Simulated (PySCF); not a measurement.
**Cl₂FHSi, a complex of two parts: interaction energy**

The task here is to estimate one member of a computed series from the others.

Programs: PySCF 2.14.0. All values are calculated, for the isolated system unless a continuum is named. Atoms count from 0, parts from 1.

### The system as given

5 atoms, charge 0, multiplicity 1; geometry: GFN2-xTB. Parts: 1 = atoms 0–2, `Cl[Si]Cl`, charge 0; 2 = atoms 3–4, `F`, charge 0.

Set-up of the first run:

What the job is given:

```
{"job": {"xc": "PBE0", "basis": "def2-SVPD", "d3": "d3bj", "grid": 2, "kind": "geom", "shake": 0.01}, "charge": 0, "multiplicity": 1, "parts": [{"atoms": "0-2", "charge": 0, "multiplicity": 1}, {"atoms": "3-4", "charge": 0, "multiplicity": 1}]}
Cl    -1.073725    -0.119686     0.993566
Si    -0.307250     0.099266    -0.888264
Cl     1.700693    -0.104005    -0.432262
F      2.430772    -0.312214    -3.330094
H      2.251556    -0.235632    -2.405701
```

Run with:

```
$ OMP_NUM_THREADS=1 python cluster_run.py task.json out
```

This one command runs all jobs of the session in turn.

Among the steps run: Relaxing the molecule at PBE0-D3(BJ)/def2-SVPD; Coupled-cluster interaction energy: CCSD(T) and MP2.

One of the session's tables, all rows but one given; the rest of the session is left out.

It belongs to the step «Coupled-cluster interaction energy: CCSD(T) and MP2». 

```
                 method  interaction energy (kcal/mol)
         HF/aug-cc-pVDZ                          -1.02
        MP2/aug-cc-pVDZ                              ?
       CCSD/aug-cc-pVDZ                          -2.06
    CCSD(T)/aug-cc-pVDZ                          -2.26
         HF/aug-cc-pVTZ                          -1.04
        MP2/aug-cc-pVTZ                          -2.96
    SCS-MP2/aug-cc-pVTZ                          -2.40
      MP2, extrapolated                          -3.21
CCSD(T), limit estimate                          -3.12
```

**Question.** Estimate the row for MP2/aug-cc-pVDZ.

**Answer.** interaction energy (kcal/mol): -2.35. In the column «interaction energy (kcal/mol)» it lies between SCS-MP2/aug-cc-pVTZ (-2.40) and CCSD(T)/aug-cc-pVDZ (-2.26).

Caveats from the session: The interaction energy leaves out the deformation of the parts, 0.42 kcal/mol (MP2); added to the CCSD(T) estimate it gives a binding of about -2.69 kcal/mol.
